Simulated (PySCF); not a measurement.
**GaH2Cl (SMILES [H][Ga]([H])[Cl]): levels of theory compared**

Aim: a comparison of 4 runs (B3LYP/STO-3G, PBE0/STO-3G, wB97X-V/STO-3G, QCISD(T)/STO-3G) of GaH2Cl. 

Program for the calculation: PySCF 2.14.0.

13 further runs of the same task are left out: 7 that didn't finish, 6 set aside as unsound or not needed.

## (1) Starting point

The species is GaH2Cl (4 atoms), meant as a singlet with charge 0. SMILES: `[H][Ga]([H])[Cl]`. The Ga1–H3 distance was set to 1.877 Å, away from the relaxed value.

Bond lengths: Ga1–Cl4 2.069 Å, Ga1–H2 1.564 Å. Angles: H2–Ga1–Cl4 121.1°.

## (2) The energy at B3LYP/STO-3G (run 1)

Input file calc.py:

```python
from pyscf import gto, dft

molecule = gto.M(
    atom='Ga 0.204506 -0.179680 0.003174; H 1.768666 -0.173160 0.015894; H -0.675260 1.478330 -0.019590; Cl -0.858004 -1.954540 0.011904',
    basis='sto-3g',
    verbose=4,
    max_memory=1860,
)

ks = dft.RKS(molecule, xc='b3lyp')
ks.grids.level = 5
ks.conv_tol = 1e-10
ks.kernel()
if not ks.converged:
    ks = ks.newton().run(ks.mo_coeff, ks.mo_occ)

etot = ks.e_tot
print(f'total energy: {etot:.8f} hartree')
```

Command:

```bash
$ OMP_NUM_THREADS=1 python calc.py
```

The program printed:

```text
PySCF version 2.14.0

[INPUT] num. atoms = 4
[INPUT] num. electrons = 50
[INPUT] charge = 0
[INPUT] spin (= nelec alpha-beta = 2S) = 0
[INPUT] symmetry False subgroup None
[INPUT] Mole.unit = angstrom
[INPUT] Symbol           X                Y                Z      unit          X                Y                Z       unit  Magmom
[INPUT]  1 Ga     0.204506000000  -0.179680000000   0.003174000000 AA    0.386460330830  -0.339545990062   0.005997990719 Bohr   0.0
[INPUT]  2 H      1.768666000000  -0.173160000000   0.015894000000 AA    3.342294345830  -0.327224975730   0.030035307024 Bohr   0.0
[INPUT]  3 H     -0.675260000000   1.478330000000  -0.019590000000 AA   -1.276056462874   2.793638821728  -0.037019734780 Bohr   0.0
[INPUT]  4 Cl    -0.858004000000  -1.954540000000   0.011904000000 AA   -1.621392573781  -3.693545299507   0.022495299787 Bohr   0.0

nuclear repulsion = 159.670868428902
number of shells = 15
number of NR pGTOs = 87
number of NR cGTOs = 29
basis = sto-3g
ecp = {}

[... 87 lines left out ...]
converged SCF energy = -2358.58634919407
total energy: -2358.58634919 hartree
```

Wall time 6.9 s (1 thread of Arm Neoverse V2, shared host); peak memory 0.24 GiB.

## (3) A single-point energy at PBE0/STO-3G (run 2)

Input file run.py:

```python
from pyscf import gto, dft

molecule = gto.M(
    atom='''
Ga       0.204506      -0.179680       0.003174
H        1.768666      -0.173160       0.015894
H       -0.675260       1.478330      -0.019590
Cl      -0.858004      -1.954540       0.011904
''',
    spin=0,
    charge=0,
    max_memory=1860,
    verbose=4,
    basis='sto-3g',
)

mf = dft.RKS(molecule)
mf.xc = 'pbe0'
mf.grids.level = 5
mf.conv_tol = 1e-10
mf.kernel()
if not mf.converged:
    mf = mf.newton().run(mf.mo_coeff, mf.mo_occ)

energy = mf.e_tot
print(f'total energy: {energy:.8f} hartree')
```

Command:

```bash
$ OMP_NUM_THREADS=1 python run.py
```

The program printed:

```text
PySCF version 2.14.0

[INPUT] num. atoms = 4
[INPUT] num. electrons = 50
[INPUT] charge = 0
[INPUT] spin (= nelec alpha-beta = 2S) = 0
[INPUT] symmetry False subgroup None
[INPUT] Mole.unit = angstrom
[INPUT] Symbol           X                Y                Z      unit          X                Y                Z       unit  Magmom
[INPUT]  1 Ga     0.204506000000  -0.179680000000   0.003174000000 AA    0.386460330830  -0.339545990062   0.005997990719 Bohr   0.0
[INPUT]  2 H      1.768666000000  -0.173160000000   0.015894000000 AA    3.342294345830  -0.327224975730   0.030035307024 Bohr   0.0
[INPUT]  3 H     -0.675260000000   1.478330000000  -0.019590000000 AA   -1.276056462874   2.793638821728  -0.037019734780 Bohr   0.0
[INPUT]  4 Cl    -0.858004000000  -1.954540000000   0.011904000000 AA   -1.621392573781  -3.693545299507   0.022495299787 Bohr   0.0

nuclear repulsion = 159.670868428902
number of shells = 15
number of NR pGTOs = 87
number of NR cGTOs = 29
basis = sto-3g
ecp = {}

[... 78 lines left out ...]
converged SCF energy = -2358.25121378252
total energy: -2358.25121378 hartree
```

Run time: 5.7 s. Hardware: 1 thread of Arm Neoverse V2, shared host; peak memory 0.23 GiB.

## (4) The energy at wB97X-V/STO-3G (run 3)

Input file job.py:

```python
from pyscf import gto, dft

mol = gto.M(
    atom='Ga 0.204506 -0.179680 0.003174; H 1.768666 -0.173160 0.015894; H -0.675260 1.478330 -0.019590; Cl -0.858004 -1.954540 0.011904',
    verbose=3,
    basis='sto-3g',
    max_memory=1860,
)

mf = dft.RKS(mol)
mf.xc = 'wb97x-v'
mf.grids.level = 5
mf.nlcgrids.level = 1
mf.conv_tol = 1e-10
mf.kernel()
if not mf.converged:
    mf = mf.newton().run(mf.mo_coeff, mf.mo_occ)

etot = mf.e_tot
print(f'total energy: {etot:.8f} hartree')
```

Command:

```bash
$ OMP_NUM_THREADS=1 python job.py
```

The program printed:

```text
converged SCF energy = -2358.4134271433
total energy: -2358.41342714 hartree
```

It took 38 s on 1 thread of Arm Neoverse V2, shared host; peak memory 0.24 GiB.

## (5) The energy at QCISD(T)/STO-3G (run 4)

Input file calc.py:

```python
from pyscf import gto, cc

system = gto.Mole()
system.atom = 'Ga 0.204506 -0.179680 0.003174; H 1.768666 -0.173160 0.015894; H -0.675260 1.478330 -0.019590; Cl -0.858004 -1.954540 0.011904'
system.verbose = 3
system.max_memory = 1860
system.spin = 0
system.basis = 'sto-3g'
system.build()

mf = system.RHF()
mf.conv_tol = 1e-10
mf.kernel()
if not mf.converged:
    mf = mf.newton().run(mf.mo_coeff, mf.mo_occ)

mycc = cc.QCISD(mf, frozen=14)
mycc.kernel()
e_t = mycc.qcisd_t()
e_final = mycc.e_tot + e_t
print(f'total energy: {e_final:.8f} hartree')
```

Command:

```bash
$ OMP_NUM_THREADS=1 python calc.py
```

The program printed:

```text
converged SCF energy = -2356.62381575117
E(QCISD) = -2356.700902602657  E_corr = -0.07708685148930598
QCISD(T) correction = -0.0063037288481458
total energy: -2356.70720633 hartree
```

It took 0.86 s on 1 thread of Arm Neoverse V2, shared host; peak memory 0.12 GiB.

## (6) The series

```tsv
run	level	nlc grid	integration grid	energy (Eh)	dipole moment (D) of the reference	HOMO energy (eV)	LUMO energy (eV)	wall time
1	B3LYP/STO-3G	–	5	-2358.586349	1.30	-2.55	-0.53	6.9 s
2	PBE0/STO-3G	–	5	-2358.251214	1.44	-2.96	-0.31	5.7 s
3	wB97X-V/STO-3G	1	5	-2358.413427	1.61	-5.80	2.03	38 s
4	QCISD(T)/STO-3G	–	–	-2356.707206	2.11	-8.22	4.16	0.86 s
```

## (7) Results

| quantity | value |
| --- | --- |
| run 4: total energy | -2356.70721 Eh |
| run 4: dipole moment (Hartree–Fock density) | 2.11 D |
| run 4: HOMO energy (Hartree–Fock orbitals) | -8.22 eV |
| run 4: LUMO energy (Hartree–Fock orbitals) | 4.16 eV |
| run 4: HOMO–LUMO gap (Hartree–Fock orbitals) | 12.38 eV |
| run 4: correlation energy (14 core orbitals frozen) | -83.4 mEh |
| run 4: (T) correction | -6.30 mEh |
| run 4: T1 diagnostic | 0.041 |

What this shows: Over runs 1, 2, 3 the dipole moment (its size) runs from 1.30 D (B3LYP/STO-3G) to 1.61 D (wB97X-V/STO-3G). Over runs 1, 2, 3 the HOMO–LUMO gap runs from 2.02 eV (B3LYP/STO-3G) to 7.83 eV (wB97X-V/STO-3G). Totals of different functionals can't be ranked against each other. In run 4 the T1 diagnostic is large, so a single reference may not serve. In runs 1, 2, 3, 4 the basis is minimal, so the values are rough. All runs together took 51 s, the longest 38 s.
